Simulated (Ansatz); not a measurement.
# KTe2Ir: the cost of one run

Computed with Ansatz 0.2.0 (DFT PBE, scalar-relativistic, plane waves, PAW, unless a step's input says otherwise).

**1. The starting structure**

It takes space group I4/mmm (No. 139, tetragonal). Conventional cell: a = 4.890 Å, b = 4.890 Å, c = 8.851 Å, α = 90.00°, β = 90.00°, γ = 90.00°. K (site symmetry 4/mmm) has 8 Te at 3.30 Å and 4 Ir at 3.46 Å as nearest neighbours. Around Te (site symmetry -4m2) lie 4 K at 3.30 Å and 4 Ir at 3.30 Å. Ir (site symmetry 4/mmm) has 8 Te at 3.30 Å and 4 K at 3.46 Å as nearest neighbours.

Coordinates:

```
K Te Ir
1.0
    -2.44519    2.44519    4.42531
     2.44519   -2.44519    4.42531
     2.44519    2.44519   -4.42531
K Te Ir
1 2 1
Cartesian
  0.0000 0.0000 4.4253
  0.0000 2.4452 2.2127
  2.4452 0.0000 2.2127
  0.0000 0.0000 0.0000
```

The cell is invented: species swapped into a database cell of LiTlPd2 (I4/mmm, No. 139), with K on the Li sites, Ir on the Tl sites and Te on the Pd sites. Lengths come from tabulated atomic sizes and are only a guess.

**2. Probe: one point on a coarse mesh**

Input file input.yaml:

```yaml
crystal:
  lattice:
    - [-2.4451911, 2.4451911, 4.42531227]
    - [2.4451911, -2.4451911, 4.42531227]
    - [2.4451911, 2.4451911, -4.42531227]
  atoms:
    - { symbol: K, position: [0.5, 0.5, 0.0] }
    - { symbol: Te, position: [0.75, 0.25, 0.5] }
    - { symbol: Te, position: [0.25, 0.75, 0.5] }
    - { symbol: Ir, position: [0.0, 0.0, 0.0] }
basis:
  ecutwfc: 420
kpoints:
  mp_grid: { grid: [6, 6, 6] }
hamiltonian:
  xc: pbe
scf:
  occupations: { method: gaussian, width: 0.1 }
  lower_state_search: "off"
output:
  forces: true
  stress: true
  eigenvalues: true
```

Started as:

```sh
$ ansatz run input.yaml --threads 1 --pin off --max-ram 2560MiB --backend cpu --events-out ev --progress --plain --runs-dir out
```

**Question.** How long does this run take on 1 thread of Arm Neoverse N1, shared host, and how much memory does it need?

About 11 s, with a peak of 0.42 GiB.
